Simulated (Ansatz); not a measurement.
# La2MgGeF6: the cost of one run

Program: Ansatz 0.2.0. Level of theory: reference: DFT PBE, plane waves, PAW, scalar-relativistic, no spin polarisation. These are calculated values, not measurements.

**1. The structure to begin with**

The structure is trigonal, space group R3 (No. 146). The conventional cell has a = 5.808 Å, b = 5.808 Å, c = 14.043 Å, α = 90.00°, β = 90.00°, γ = 120.00°. Around La (site symmetry 3) lie 9 F at 2.57 to 2.95 Å. Ge (site symmetry 3) is surrounded by 6 F at 1.96 to 1.97 Å. Mg (site symmetry 3) has 6 F at 2.15 to 2.20 Å as nearest neighbours. F (site symmetry 1) has 1 Ge at 1.96 Å and 1 Mg at 2.15 Å and 1 La at 2.62 Å as nearest neighbours. F (site symmetry 1) has 1 Ge at 1.97 Å and 1 Mg at 2.20 Å and 1 La at 2.57 Å as nearest neighbours. La (site symmetry 3) is surrounded by 9 F at 2.62 to 2.93 Å.

As a file:

```xyz
10
Lattice="2.9038 1.6765 4.6811 -2.9038 1.6765 4.6811 0.0000 -3.3531 4.6811" Properties=species:S:1:pos:R:3 pbc="T T T"
La    0.0000    0.0000   10.5606
Ge    0.0000    0.0000    7.0638
Mg    0.0000    0.0000    0.0000
F     1.2632   -1.0612    8.1170
F     0.2875    1.6246    8.1170
F    -1.5507   -0.5633    8.1170
F    -0.3368   -1.5726    5.9309
F     1.5303    0.4946    5.9309
F    -1.1935    1.0780    5.9309
La    0.0000    0.0000    3.4827
```

**2. Baseline**

input.yaml reads:

```yaml
crystal:
  lattice:
    - [2.903843, 1.676533, 4.681095]
    - [-2.903843, 1.676533, 4.681095]
    - [0.0, -3.353065, 4.681095]
  atoms:
    - { symbol: La, position: [0.752, 0.752, 0.752] }
    - { symbol: Ge, position: [0.503, 0.503, 0.503] }
    - { symbol: Mg, position: [0.0, 0.0, 0.0] }
    - { symbol: F, position: [0.69, 0.255, 0.789] }
    - { symbol: F, position: [0.789, 0.69, 0.255] }
    - { symbol: F, position: [0.255, 0.789, 0.69] }
    - { symbol: F, position: [0.208, 0.324, 0.735] }
    - { symbol: F, position: [0.735, 0.208, 0.324] }
    - { symbol: F, position: [0.324, 0.735, 0.208] }
    - { symbol: La, position: [0.248, 0.248, 0.248] }
  symmetry: { tolerance: 0.0003 }
kpoints:
  mp_grid: { grid: [4, 4, 4], shift: [0, 0, 0] }
magnetization:
  spin_polarized: false
scf:
  occupations: { method: cold, width: 0.0296 }
hamiltonian:
  pseudopotentials: { kind: paw }
  xc: pbe
basis:
  ecutwfc: 420
output:
  forces: true
  stress: true
  eigenvalues: true
  write_density: true
  write_potential: true
  elf: true
  volumetric_format: npy
```

The run is started by

```console
ansatz run input.yaml --threads 1 --pin off --max-ram 2560MiB --backend cpu --events-out ev --progress --plain --runs-dir out
```

What time and memory should one allow on 1 thread of Intel Xeon 6975P-C (Granite Rapids), shared host?

About 7.7 s, with a peak of 0.47 GiB.
